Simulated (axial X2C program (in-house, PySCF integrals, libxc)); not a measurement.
# Linear ClRuCl⁻ at several levels

The task here is to estimate one member of a computed series from the others.

Computed with an in-house X2C program for linear molecules on PySCF integrals. Level: all-electron X2C, two-component (2c) or spin-free, Cl dyall-av3z, Ru dyall-v3z.

All values are calculated.

2 further runs of the same task are left out: 2 set aside as unsound or not needed.

The first run:

File task.json:

```json
{
 "zs": [
  17,
  44,
  17
 ],
 "q": -1,
 "bas": [
  "dyall-av3z",
  "dyall-v3z",
  "dyall-av3z"
 ],
 "r0": [
  2.24,
  2.24
 ],
 "symm": 1,
 "scan": [
  "PBE0",
  "HF",
  "PBE"
 ],
 "levels": [
  "PBE0",
  "HF",
  "r2SCAN"
 ],
 "nst": 2
}
```

Keys: zs atomic numbers; q charge; bas basis sets; r0 starting distance in Å; symm equal bonds; scan levels of the two-bond scan (MP2 follows by itself at each HF point); levels methods; nst determinants followed.

Run with:

```console
python solin.py task.json out
```

Masses Cl 34.969, Ru 101.904, Cl 34.969 u.

Among the steps run: Scan at PBE0, 2c; Scan at HF, 2c; Scan at PBE, 2c.

One of the session's tables, all rows but one given; the rest of the session is left out.

```
          level  r(Cl–Ru) (Å)  r(Ru–Cl) (Å)  lower stretch (cm⁻¹)  upper stretch (cm⁻¹)
       PBE0, 2c             ?             ?                     ?                     ?
         HF, 2c         2.427         2.427                 235.8                 289.3
        PBE, 2c         2.297         2.297                 288.1                 345.1
        MP2, 2c         2.301         2.301                 291.1                 358.1
PBE0, spin-free         2.307         2.307                 285.5                 346.9
  HF, spin-free         2.425         2.425                 236.8                 290.7
 PBE, spin-free         2.296         2.296                 288.5                 345.5
 MP2, spin-free         2.299         2.299                 292.0                 359.1
```

**Question.** Estimate the row for PBE0, 2c.

The run gave: r(Cl–Ru) (Å): 2.308; r(Ru–Cl) (Å): 2.308; lower stretch (cm⁻¹): 285.1; upper stretch (cm⁻¹): 346.3. In the column «r(Cl–Ru) (Å)» it lies between PBE0, spin-free (2.307) and HF, spin-free (2.425).

Scans not shown above were run alike.

Caveats from the session: For an anion the highest level of a functional can be positive, and the basis then holds the extra electron. The molecule was held linear; bending was not examined, so a bent shape may lie lower. Note: functional without a current term on a determinant with orbital currents, of the molecule or an atom.
